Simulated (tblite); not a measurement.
# C5H14BGeN: the cost of one run

Computed with tblite 0.8.0 and PySCF 2.14.0, with density-fitted response routines of our own, on a single molecule in the gas phase. Atoms count from 0, in the outputs and in this text.

## (1) The molecule as given

22 atoms, charge 0, multiplicity 1; geometry from: force field or distance geometry start.

Bonds of the start (Å): C0–C1 1.34, C1–C2 1.50, C1–B3 1.57, B3–N4 1.52, N4–C5 1.45, N4–C6 1.42, C6–Ge7 1.97, C0–H8 1.08, C0–H9 1.08, C2–H10 1.10, C2–H11 1.14, C2–H12 1.09, B3–H13 1.17, C5–H14 1.11, C5–H15 1.13, C5–H16 1.10, C6–H17 1.12, C6–H18 1.11, Ge7–H19 1.55, Ge7–H20 1.53, Ge7–H21 1.56.

## (2) Optimising the geometry with GFN2-xTB

The job: settings as JSON, then the geometry in Å.

```
{"job": {"kind": "relax", "xc": "GFN2-xTB", "basis": "xTB"}, "charge": 0, "multiplicity": 1}
C     -1.641400    -0.606400     1.551600
C     -1.785500    -0.570100     0.218300
C     -2.624300    -1.582800    -0.496700
B     -1.070300     0.497700    -0.681100
N      0.436900     0.665800    -0.721300
C      0.718300     2.000500    -0.244200
C      1.196000    -0.365000    -0.111700
Ge     3.134900    -0.046900    -0.227600
H     -2.174700    -1.378200     2.080000
H     -1.048900     0.102100     2.114600
H     -2.971700    -2.360800     0.200700
H     -3.571000    -1.042600    -0.829000
H     -2.118700    -2.039400    -1.345000
H     -1.720300     1.438400    -0.941000
H     -0.171300     2.420900     0.262800
H      1.548500     1.969700     0.515300
H      0.955600     2.674400    -1.085200
H      1.016300    -1.311100    -0.689800
H      0.942100    -0.569600     0.952600
H      3.735900    -1.005900    -1.287500
H      3.832700    -0.276200     1.116800
H      3.370200     1.405000    -0.754400
```

Launch:

```
> OMP_NUM_THREADS=1 python probes_run.py task.json out
```

One launch serves the whole session: the jobs run in the order shown.

Q: Estimate the wall time and peak memory of this first job on 1 thread of Intel Xeon at 2.60GHz, shared host.

About 1.9 s, with a peak of 0.18 GiB.
